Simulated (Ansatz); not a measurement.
Geometry optimisation, Ansatz, DFT PBE-D3(BJ), scalar-relativistic, plane waves, PAW.

Input file:

```yaml
crystal:
  lattice:
    - [8.685429, 0.0, 0.0]
    - [0.0, 8.685429, 0.0]
    - [0.0, 0.0, 8.685429]
  atoms:
    - { symbol: C, position: [0.3200359, 0.0753475, 0.8885938] }
    - { symbol: F, position: [0.2033083, 0.1050813, 0.983] }
    - { symbol: F, position: [0.2917623, 0.1371514, 0.7514704] }
    - { symbol: F, position: [0.4486251, 0.135257, 0.9460186] }
    - { symbol: F, position: [0.3364478, -0.0760998, 0.8738863] }
    - { symbol: C, position: [0.6105389, 0.519189, 0.1574263] }
    - { symbol: F, position: [0.6793827, 0.4925848, 0.0233565] }
    - { symbol: F, position: [0.6979172, 0.4657348, 0.2711348] }
    - { symbol: F, position: [0.5901, 0.6698062, 0.1752765] }
    - { symbol: F, position: [0.4747557, 0.44863, 0.1599372] }
    - { symbol: C, position: [0.8046871, 0.0175118, 0.7916471] }
    - { symbol: F, position: [0.6523147, 0.0170873, 0.7773501] }
    - { symbol: F, position: [0.8480303, -0.1002268, 0.879288] }
    - { symbol: F, position: [0.8689377, 0.0045329, 0.6533526] }
    - { symbol: F, position: [0.8494659, 0.1486539, 0.8565975] }
    - { symbol: C, position: [0.3476656, 0.6093215, 0.5619155] }
    - { symbol: F, position: [0.4863074, 0.664313, 0.5962133] }
    - { symbol: F, position: [0.3559298, 0.5266905, 0.4333629] }
    - { symbol: F, position: [0.2981787, 0.5206831, 0.6764416] }
    - { symbol: F, position: [0.2502466, 0.7255994, 0.5416441] }
    - { symbol: C, position: [0.8180949, 0.4108386, 0.6361294] }
    - { symbol: F, position: [0.9521497, 0.4613743, 0.689957] }
    - { symbol: F, position: [0.7142418, 0.4121091, 0.7485343] }
    - { symbol: F, position: [0.7712369, 0.5018368, 0.5223507] }
    - { symbol: F, position: [0.8347514, 0.2680341, 0.5836757] }
    - { symbol: C, position: [0.1499602, 0.6873763, 0.2020731] }
    - { symbol: F, position: [0.3021474, 0.6948712, 0.216385] }
    - { symbol: F, position: [0.0857651, 0.8034618, 0.2783955] }
    - { symbol: F, position: [0.1121287, 0.696513, 0.0540622] }
    - { symbol: F, position: [0.0997997, 0.5546594, 0.2594498] }
    - { symbol: C, position: [0.4535011, 0.049749, 0.3438491] }
    - { symbol: F, position: [0.5543164, 0.1278267, 0.4284784] }
    - { symbol: F, position: [0.3272884, 0.0233661, 0.4262884] }
    - { symbol: F, position: [0.4171419, 0.1313746, 0.2196026] }
    - { symbol: F, position: [0.5152579, -0.0835714, 0.3010272] }
    - { symbol: C, position: [0.7925219, 0.0914218, 0.1684463] }
    - { symbol: F, position: [0.8144301, -0.0228251, 0.2678928] }
    - { symbol: F, position: [0.9280131, 0.1461851, 0.1230033] }
    - { symbol: F, position: [0.7152613, 0.0392834, 0.0470612] }
    - { symbol: F, position: [0.7123832, 0.2030438, 0.2358277] }
basis:
  ecutwfc: 420.0
kpoints:
  mp_grid: { grid: [1, 1, 1] }
hamiltonian:
  xc: pbe
  dispersion: d3bj
scf:
  occupations: { method: fermi_dirac, width: 0.02 }
  lower_state_search: "off"
relax:
  f_tol: 0.3
  max_steps: 15
  adjacent_minimum: "off"
output:
  write_density: true
  write_potential: true
  elf: true
  volumetric_format: npy
```

Run as:

```bash
$ ansatz run input.yaml --threads 2 --pin off --max-ram 5120MiB --backend cpu --events-out ev --progress --plain --runs-dir out
```

Question: Where does it end, and by what steps?

Answer: It converged. The threshold is loose, so the end isn't yet a minimum. The force dipped under the threshold on the way, but the program's further checks kept it going. Limits of this set-up: coarse k mesh. After 10 steps the energy has fallen by 2.436 eV; F14 moved furthest, 1.24 Å.

```
step  energy less start (eV)  largest force component (eV/Å)  accepted
   0                  0.0000                           1.824       yes
   1                 -1.1138                           0.580       yes
   2                 -1.6807                           0.350       yes
   3                 -1.9906                           0.504       yes
   4                 -2.1873                           0.217       yes
   5                 -2.1873                           0.217       yes
   6                 -2.3006                           0.246       yes
   7                 -2.3700                           0.325       yes
   8                 -2.4107                           0.361       yes
   9                 -2.4356                           0.281       yes
  10                 -2.4356                           0.281       yes
```

```xyz
40
Lattice="8.6854 0.0000 0.0000 0.0000 8.6854 0.0000 0.0000 0.0000 8.6854" Properties=species:S:1:pos:R:3
C 2.712 0.720 7.714
F 1.914 0.504 8.772
F 2.050 1.442 6.799
F 3.801 1.385 8.101
F 3.073 -0.460 7.185
C 5.325 5.053 0.886
F 6.389 4.600 0.203
F 5.650 5.180 2.182
F 4.951 6.245 0.402
F 4.317 4.186 0.754
C 7.449 -0.618 6.349
F 6.171 -0.479 5.977
F 7.545 -1.582 7.272
F 8.195 -0.944 5.287
F 7.889 0.535 6.865
C 3.139 5.141 5.375
F 4.191 5.969 5.386
F 3.298 4.227 4.412
F 3.042 4.527 6.560
F 2.023 5.841 5.140
C 7.511 3.687 5.451
F 8.355 3.875 6.473
F 6.336 3.237 5.916
F 7.325 4.844 4.810
F 8.029 2.786 4.603
C 0.962 5.608 1.542
F 2.151 6.157 1.833
F -0.015 6.376 2.048
F 0.822 5.522 0.214
F 0.894 4.385 2.075
C 3.252 0.717 3.450
F 3.996 1.135 4.481
F 2.092 0.234 3.902
F 3.021 1.745 2.623
F 3.908 -0.249 2.789
C 6.972 1.065 1.805
F 7.208 0.242 2.828
F 8.126 1.561 1.353
F 6.357 0.393 0.827
F 6.185 2.069 2.212
```

Whether the end is a true minimum wasn't checked by a vibrational analysis.

Time of the run: 35 s on 2 threads of Intel(R) Xeon(R) Platinum 8488C (Sapphire Rapids), on a shared host, peak memory 0.7 GiB.
